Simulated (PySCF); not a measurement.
# C6H10OSi: magnetic properties

What do calculations give for the magnetic properties of C6H10OSi (`C=C/C=C/C=C\O[SiH3]`)?

Computed with PySCF 2.14.0 and routines of our own; the level stands in each step. Atoms count from 0.

## 1. The starting structure

18 atoms, charge 0, multiplicity 1; geometry from: GFN2-xTB.

## 2. Magnetic properties: GIAO B3LYP/pcSseg-1

What the job is given:

```
{"job": {"kind": "mag", "xc": "B3LYP", "basis": "pcSseg-1", "isotopologues": 2}, "charge": 0, "multiplicity": 1}
C      3.535581     1.061959    -0.964855
C      2.271865     0.954089    -0.557211
C      1.421910    -0.162436    -0.868359
C      0.152584    -0.273860    -0.436907
C     -0.693324    -1.389979    -0.737490
C     -1.952038    -1.590752    -0.320526
O     -2.714506    -0.824712     0.463749
Si    -2.687259     0.569739     1.295487
H      3.999248     0.298873    -1.568534
H      4.147877     1.909864    -0.710762
H      1.831697     1.735154     0.050489
H      1.851451    -0.946090    -1.479415
H     -0.263240     0.516085     0.173326
H     -0.268735    -2.157860    -1.369210
H     -2.481958    -2.487778    -0.627009
H     -2.510405     1.711426     0.395294
H     -1.631036     0.566311     2.309792
H     -4.018469     0.516285     1.881443
```

With the program's defaults for keys left out, this is: GIAO B3LYP/pcSseg-1 magnetisability, rotational g tensor and spin-rotation constants, non-relativistic, gas phase.

Command:

```sh
> OMP_NUM_THREADS=1 python excited_run.py task.json out
```

This one command runs all jobs of the session in turn.

What it wrote:

```text
coarse grid: 15432 points
cycle   1  E = -599.1454073686  dE =  1.049e+00  |g| = 7.380e-01  |ddm| = 3.978e+00
cycle   2  E = -599.0248052626  dE =  1.206e-01  |g| = 1.097e+00  |ddm| = 1.646e+00
cycle   3  E = -599.2497480117  dE = -2.249e-01  |g| = 1.485e-01  |ddm| = 1.142e+00
cycle   4  E = -599.2537181571  dE = -3.970e-03  |g| = 5.515e-02  |ddm| = 1.690e-01
cycle   5  E = -599.2543494026  dE = -6.312e-04  |g| = 2.657e-02  |ddm| = 6.994e-02
cycle   6  E = -599.2545267290  dE = -1.773e-04  |g| = 4.980e-03  |ddm| = 2.613e-02
cycle   7  E = -599.2545313797  dE = -4.651e-06  |g| = 2.400e-03  |ddm| = 6.115e-03
final grid: 144104 points
cycle   8  E = -599.3252707178  dE = -3.309e-05  |g| = 6.736e-03  |ddm| = 3.902e-02
cycle   9  E = -599.3252550294  dE =  1.569e-05  |g| = 1.029e-02  |ddm| = 1.459e-02
cycle  10  E = -599.3252814308  dE = -2.640e-05  |g| = 1.873e-03  |ddm| = 9.844e-03
cycle  11  E = -599.3252823743  dE = -9.435e-07  |g| = 2.522e-04  |ddm| = 1.823e-03
cycle  12  E = -599.3252823856  dE = -1.131e-08  |g| = 1.690e-04  |ddm| = 4.240e-04
cycle  13  E = -599.3252823926  dE = -7.003e-09  |g| = 3.213e-05  |ddm| = 1.681e-04
cycle  14  E = -599.3252823928  dE = -2.019e-10  |g| = 9.359e-06  |ddm| = 3.341e-05
converged SCF energy = -599.3252823928

Magnetisability tensor (1e-30 J/T^2)
    -1073.55        5.81      -84.89
        5.81    -1088.04      118.81
      -84.89      118.81    -1204.28
isotropic -1121.96   principal values   -1303.54  -1073.13   -989.21
isotropic susceptibility -67.566 1e-6 cm^3/mol

Inertial axes            a          b          c
rot. const./GHz      3.6213     0.6877     0.5819
chi total           -63.106    -61.118    -78.474
chi diamagnetic    -459.938  -1845.989  -2172.018
chi paramagnetic    396.832   1784.871   2093.544
quadrupole/D A       -0.853      8.182     -7.329
g nuclear            0.6121     0.5623     0.5674
g electronic        -0.6751    -0.5767    -0.5723
g total             -0.0630    -0.0143    -0.0049

Spin-rotation constants (kHz, H = +C I.J)
atom  isotope        aa         bb         cc
  8     1H       -0.209      0.035     -0.070
  9     1H       -0.132      0.017     -0.068
 10     1H       -0.235      0.054     -0.070
 11     1H       -0.221      0.052     -0.073
 12     1H       -0.168      0.047     -0.076
 13     1H       -0.245      0.046     -0.074
 14     1H       -0.215      0.033     -0.060
 15     1H       -0.227     -0.051      0.008
 16     1H       -0.201     -0.050      0.003
 17     1H        0.198     -0.064     -0.051
  0    13C*       1.140      0.312      0.084
  1    13C*       1.303      0.354      0.092
  2    13C*       1.264      0.326      0.103
  3    13C*       1.290      0.328      0.083
  4    13C*       1.085      0.300      0.098
  5    13C*       1.180      0.342      0.128
  6    17O*      -0.573     -0.164     -0.007
  7   29Si*      -2.212     -0.359     -0.370
* in the singly substituted isotopologue

Isotopologues: g along a, b, c
2H    at 8,9,10,11,12,1    -0.0518    -0.0128    -0.0043
13C   at 0                 -0.0629    -0.0140    -0.0048
```

Wall time 43 s (1 thread of Intel Xeon 6975P-C, shared host); peak memory 0.95 GiB.

From this job:

```csv
quantity,value
magnetisability,-1122·10⁻³⁰ J/T²
molar susceptibility,-67.6·10⁻⁶ cm³/mol
"rotational g (a, b, c)","-0.0630, -0.0143, -0.0049"
```

The fields below are evaluated on a grid from the run's orbitals.

Frontier orbitals at B3LYP/pcSseg-1, with the share of their density that lies nearest to each atom:

```csv
orbital,energy (eV),lies on
HOMO,-5.68,"C0, C2, C5 about 16 % each; C3, C4 about 12 % each; O6 8 %"
LUMO,-1.40,4 C atoms about 16 % each; C1 8 %
```

ELF in a plane through or near 16 of the atoms.

Ten even steps from ' ' (0.00) to '@' (1.00):
```
                                                        
                                                        
                                                        
                                                        
                  ::==..            ..  ..--##++        
      ..**##..  ..%%@@##          ::::..==%%@@@@**      
      %%@@@@%%  ==@@@@@@    ..    ==....--@@@@@@@@      
      %%@@@@%%::==@@@@##  **@@..  ----##..@@@@@@@@      
      --%%@@::++==::**    @@@@%%  ....--  **@@@@##      
        ::##--==**--@@====##@@##  ::%%%%**::            
      ::%%@@@@++--##==--%%++----  ::##::%%##..          
      ==@@@@@@==  ++++::%%--%%**++==%%##%%##::          
      ..##@@##  ==@@@@**..==++****==  ==....            
          --    ##@@@@**  ==%%::**==##@@::              
                ==@@@@    @@@@@@----@@@@@@==            
                  ....  ..@@@@@@::..@@@@@@++            
                          %%@@**    **%%==              
                                                        
                                                        
                                                        
```
The map spans 14.0 Å across and 10.1 Å up, centred on the molecule. Atoms in the plane (x, y in Å): C0 (-3.7, 0.5), C1 (-2.4, 0.6), C2 (-1.5, -0.5), C3 (-0.2, -0.4), C4 (0.7, -1.5), C5 (2.1, -1.4), O6 (2.9, -0.3), Si7 (2.8, 1.3), H8 (-4.2, -0.5), H9 (-4.4, 1.3), H10 (-2.0, 1.6), H11 (-1.9, -1.5), H12 (0.3, 0.6), H13 (0.3, -2.5), H14 (2.7, -2.3), H17 (4.3, 1.5).

On the surface of density 0.002 e/bohr³ the electrostatic potential runs, from the 1st to the 99th percentile, from -0.71 V near O6 to 1.46 V near H16.

## 3. Magnetic properties: GIAO LDA/ANO-RCC-VDZP

The job, as its differences from that of step 2:

```diff
@@ -1,2 +1,2 @@
-{"job": {"kind": "mag", "xc": "B3LYP", "basis": "pcSseg-1", "isotopologues": 2}, "charge": 0, "multiplicity": 1}
+{"job": {"kind": "mag", "xc": "LDA", "basis": "ANO-RCC-VDZP", "scf": {"aux": "def2-qzvpp-jkfit"}}, "charge": 0, "multiplicity": 1}
 C      3.535581     1.061959    -0.964855
```

With the program's defaults for keys left out, this is: GIAO LDA/ANO-RCC-VDZP magnetisability, rotational g tensor and spin-rotation constants, non-relativistic, gas phase.

What it wrote:

```text
final grid: 144104 points
cycle   1  E = -595.2327357835  dE =  9.294e-01  |g| = 8.272e-01  |ddm| = 5.867e+00
cycle   2  E = -594.8305487513  dE =  4.022e-01  |g| = 1.604e+00  |ddm| = 2.349e+00
cycle   3  E = -595.3810895151  dE = -5.505e-01  |g| = 2.589e-01  |ddm| = 1.755e+00
cycle   4  E = -595.3939615200  dE = -1.287e-02  |g| = 9.916e-02  |ddm| = 3.252e-01
cycle   5  E = -595.3955527672  dE = -1.591e-03  |g| = 6.350e-02  |ddm| = 1.875e-01
cycle   6  E = -595.3966275824  dE = -1.075e-03  |g| = 1.701e-02  |ddm| = 8.936e-02
cycle   7  E = -595.3966770280  dE = -4.945e-05  |g| = 9.852e-03  |ddm| = 3.144e-02
cycle   8  E = -595.3967065516  dE = -2.952e-05  |g| = 2.421e-03  |ddm| = 1.668e-02
cycle   9  E = -595.3967081545  dE = -1.603e-06  |g| = 1.019e-03  |ddm| = 4.150e-03
cycle  10  E = -595.3967084305  dE = -2.760e-07  |g| = 2.154e-04  |ddm| = 1.193e-03
cycle  11  E = -595.3967084329  dE = -2.324e-09  |g| = 2.032e-04  |ddm| = 3.601e-04
cycle  12  E = -595.3967084424  dE = -9.574e-09  |g| = 1.287e-05  |ddm| = 1.841e-04
cycle  13  E = -595.3967084425  dE = -4.411e-11  |g| = 6.388e-06  |ddm| = 2.250e-05
converged SCF energy = -595.3967084425

Magnetisability tensor (1e-30 J/T^2)
    -1024.02       15.13      -93.76
       15.13    -1058.72      124.38
      -93.76      124.38    -1184.66
isotropic -1089.13   principal values   -1290.50  -1023.43   -953.47
isotropic susceptibility -65.589 1e-6 cm^3/mol

Inertial axes            a          b          c
rot. const./GHz      3.6213     0.6877     0.5819
chi total           -59.875    -59.206    -77.687
chi diamagnetic    -458.129  -1843.375  -2170.167
chi paramagnetic    398.254   1784.169   2092.480
quadrupole/D A       -0.374      7.295     -6.921
g nuclear            0.6121     0.5623     0.5674
g electronic        -0.6775    -0.5764    -0.5720
g total             -0.0655    -0.0141    -0.0046

Spin-rotation constants (kHz, H = +C I.J)
atom  isotope        aa         bb         cc
  8     1H       -0.191      0.038     -0.070
  9     1H       -0.117      0.020     -0.067
 10     1H       -0.214      0.059     -0.069
 11     1H       -0.197      0.056     -0.073
 12     1H       -0.143      0.052     -0.074
 13     1H       -0.227      0.050     -0.073
 14     1H       -0.205      0.037     -0.059
 15     1H       -0.209     -0.050      0.013
 16     1H       -0.182     -0.049      0.008
 17     1H        0.224     -0.063     -0.050
  0    13C*       1.153      0.290      0.077
  1    13C*       1.297      0.335      0.085
  2    13C*       1.254      0.306      0.099
  3    13C*       1.288      0.308      0.075
  4    13C*       1.077      0.284      0.092
  5    13C*       1.145      0.316      0.119
  6    17O*      -0.599     -0.160     -0.011
  7   29Si*      -2.073     -0.297     -0.345
* in the singly substituted isotopologue
```

It took 93 s on 1 thread of Intel Xeon 6975P-C, shared host; peak memory 0.59 GiB.

In short:

```csv
quantity,value
magnetisability,-1089·10⁻³⁰ J/T²
molar susceptibility,-65.6·10⁻⁶ cm³/mol
"rotational g (a, b, c)","-0.0655, -0.0141, -0.0046"
```

## 4. The levels compared

```csv
level,ξ (10⁻³⁰ J/T²),g(a),g(b),gap (eV),functions,time
GIAO B3LYP/pcSseg-1,-1122,-0.0630,-0.0143,4.28,193,43 s
GIAO LDA/ANO-RCC-VDZP,-1089,-0.0655,-0.0141,2.91,166,93 s
```

## 5. Summary of results

```
                                            quantity                      value
       magnetisability (step 2, GIAO B3LYP/pcSseg-1)           -1122·10⁻³⁰ J/T²
  molar susceptibility (step 2, GIAO B3LYP/pcSseg-1)         -67.6·10⁻⁶ cm³/mol
rotational g (a, b, c) (step 2, GIAO B3LYP/pcSseg-1)  -0.0630, -0.0143, -0.0049
               surface potential, 1st and 99th percentile         -0.71 V and 1.46 V
                     magnetisability over the levels  -1122 to -1089·10⁻³⁰ J/T²
```

What this shows: By nearest atom (B3LYP/pcSseg-1), the HOMO sits on C0, C2, C5 about 16 % each; C3, C4 about 12 % each and the LUMO on 4 C atoms about 16 % each; C1 8 %. The magnetisability spreads by 3.0 % over 2 levels, from GIAO B3LYP/pcSseg-1 (43 s) to GIAO LDA/ANO-RCC-VDZP (93 s); the runs took 43 s to 93 s. Two levels can agree by chance, so this spread shows no convergence. Vibrational averaging and real surroundings are missing from these values.
